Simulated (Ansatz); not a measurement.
**PH3S (SMILES [PH3]=S) at BLYP/STO-3G**

Aim: the electronic atomisation energy of PH3S at BLYP/STO-3G, from 4 runs. 

The results are computed with Ansatz 0.2.0.

47 further runs of the same task are left out: 47 set aside as unsound or not needed.

### Step 1. The structure to begin with

PH3S: 5 atoms, total charge 0, spin state singlet. As SMILES, `[PH3]=S`. Geometry: relaxed at GFN2-xTB.

Bond lengths: P1–S2 1.914 Å, P1–H3 1.394 Å, P1–H4 1.394 Å, P1–H5 1.394 Å. Angles: S2–P1–H3 118.2°, S2–P1–H4 118.2°, S2–P1–H5 118.2°, H3–P1–H4 99.6°, H3–P1–H5 99.4°, H4–P1–H5 99.4°.

### Step 2. A single-point energy at BLYP/STO-3G

Input file job.yaml:

```yaml
crystal:
  periodic: [false, false, false]
  atoms:
    - {symbol: P, position_ang: [0.007920, -0.006600, 0.007660]}
    - {symbol: S, position_ang: [1.261690, -0.941140, 1.111260]}
    - {symbol: H, position_ang: [-1.166840, 0.461930, 0.594540]}
    - {symbol: H, position_ang: [-0.532470, -0.676580, -1.089190]}
    - {symbol: H, position_ang: [0.429710, 1.162380, -0.624270]}
basis:
  gaussian:
    orbitals: STO-3G
hamiltonian:
  xc: {name: BLYP}
accuracy: high
```

On the command line:

```console
$ ansatz run job.yaml --threads 1 --pin off --max-ram 2610MiB --events-out events.jsonl --progress --plain --runs-dir runs
```

What it wrote:

```text
Warning: RAYON_NUM_THREADS=1 ignored (pool sized by the plan → 1); use --threads N
Functional definition: BLYP
  name "BLYP"
  parameter beta = 0.0042
  parameter a = 0.04918
  parameter b = 0.132
  parameter c = 0.2533
  parameter d = 0.349
  exchange = b88_x(beta = beta)
  correlation = lyp_c(a = a, b = b, c = c, d = d)
365 factors; integrals over basis functions are off by at most 2.7e-8 eV
mean field evaluation 1: about -19938.8939 eV, gradient 3.1e1 eV
mean field evaluation 2: about -19900.6892 eV, gradient 1.1e2 eV
mean field evaluation 4: about -19942.7574 eV, gradient 4.1e0 eV
mean field evaluation 8: about -19942.8140 eV, gradient 7.3e-2 eV
mean field evaluation 16: about -19942.8140 eV, gradient 4.4e-7 eV
mean field -19942.81402848 eV, -732.8848978217 hartree, gradient 2.1e-8 eV, S^2 0.000000; 0 other end points of the search recorded, 0 dependent functions left out
reference -19942.81406324 eV, -732.8848990990 hartree; 17, 17 occupied and 4, 4 virtual orbitals, 365 factors
Total energy: -19942.81406324 eV, -732.8848990990 hartree
```

It took 0.56 s on 1 thread of Intel Xeon 6975P-C (Granite Rapids), shared host.

### Step 3. The H atom, same level

Input file job.yaml:

```yaml
crystal:
  periodic: [false, false, false]
  atoms:
    - symbol: H
      position_ang: [0.000000, 0.000000, 0.000000]
basis:
  gaussian: {orbitals: STO-3G}
magnetization: {spin_polarized: true, initial_magnetization: 1}
hamiltonian: {xc: {name: BLYP}}
accuracy: high
```

Run the same way, it converges to -0.46274 Eh (log not shown).

### Step 4. The P atom, same level

Input file run.yaml:

```yaml
basis:
  gaussian: {orbitals: STO-3G}
crystal:
  periodic: [false, false, false]
  atoms:
    - {symbol: P, position_ang: [0.000000, 0.000000, 0.000000]}
magnetization: {spin_polarized: true, initial_magnetization: 3}
hamiltonian: {xc: {name: BLYP}}
accuracy: high
```

Run the same way, it converges to -337.31602 Eh (log not shown).

### Step 5. The S atom, same level

Input file input.yaml:

```yaml
crystal:
  periodic: [false, false, false]
  atoms:
    - {symbol: S, position_ang: [0.000000, 0.000000, 0.000000]}
basis:
  gaussian:
    orbitals: STO-3G
magnetization:
  spin_polarized: true
  initial_magnetization: 2
hamiltonian:
  xc: {name: BLYP}
accuracy: high
```

Run the same way, it converges to -393.62799 Eh (log not shown).

### Step 6. Results

Level: BLYP/STO-3G.

| quantity | value |
| --- | --- |
| molecule: total energy | -732.88490 Eh |
| H atom: total energy | -0.46274 Eh |
| H atom: ⟨S²⟩ | 0.750 |
| P atom: total energy | -337.31602 Eh |
| P atom: ⟨S²⟩ | 3.750 |
| S atom: total energy | -393.62799 Eh |
| S atom: ⟨S²⟩ | 2.000 |
| electronic atomisation energy | 15.039 eV |

In words: Taking the molecule apart into free atoms costs 15.04 eV (347 kcal/mol), before zero-point energy and without spin-orbit coupling. In a minimal basis such a difference can be off by several eV, whatever the method.
